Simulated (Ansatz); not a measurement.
# TiSb2: the cost of one run

All numbers are computed with Ansatz 0.2.0 through its Python package. Level of theory: DFT PBEsol, all-electron LAPW.

## Step 1: The system

Symmetry: I4/mcm, No. 140, tetragonal system. The conventional cell has a = 6.660 Å, b = 6.660 Å, c = 5.818 Å, α = 90.00°, β = 90.00°, γ = 90.00°. Around Ti (site symmetry 422) lie 2 Ti at 2.91 Å and 8 Sb at 2.92 Å. Around Sb (site symmetry m2m) lie 1 Sb at 2.85 Å and 4 Ti at 2.92 Å.

The script holds or builds the structure itself.

## Step 2: The script

The input, eos_lapw.py:

```python
import ansatz as az
from ase.eos import EquationOfState
from ase.units import GPa
import numpy as np

XC = "pbesol"
SMEARING = "fermi_dirac"
KMESH = (6, 6, 6)

VECTORS = np.array([
    [-3.33, 3.33, 2.909],
    [3.33, -3.33, 2.909],
    [3.33, 3.33, -2.909],
])
SITES = [
    ("Ti", (0.25, 0.25, 0.0)),
    ("Ti", (0.75, 0.75, 0.0)),
    ("Sb", (0.65156, 0.15156, 0.80312)),
    ("Sb", (0.15156, 0.34844, 0.5)),
    ("Sb", (0.34844, 0.84844, 0.19688)),
    ("Sb", (0.84844, 0.65156, 0.5)),
]


def build(cell):
    crystal = az.Crystal(lattice=az.Lattice.of(cell))
    for symbol, position in SITES:
        crystal = crystal.atom(symbol, position)
    return crystal

volumes, energies = [], []
for scale in np.linspace(0.92, 1.08, 5):
    cell = VECTORS * scale ** (1 / 3)
    model = (
        build(cell).calculation()
        .functional(XC)
        .occupations(SMEARING)
        .kpoints(*KMESH)
        .pseudopotentials("all_electron", lapw=True)
    )
    summary = model.run(threads=1).report
    volumes.append(abs(np.linalg.det(cell)) / len(SITES))
    energies.append(summary["free_energy_ev"] / len(SITES))
    print(f"{scale:.3f} {volumes[-1]:9.4f} A^3/atom {energies[-1]:16.5f} eV/atom  (estimated basis error {1000 * summary['lapw_basis_errors']['total_ev_per_atom']:.2f} meV/atom)")
v0, e0, bulk = EquationOfState(volumes, energies, eos="birchmurnaghan").fit()
print(f"V0 = {v0:.4f} A^3/atom, B0 = {bulk / GPa:.1f} GPa")
```

## Step 3: Running it

Command:

```bash
$ python eos_lapw.py
```

Q: Estimate wall time and peak memory on 1 thread of Arm Neoverse V1, shared host.

About 8.8 min, with a peak of 0.9 GiB.
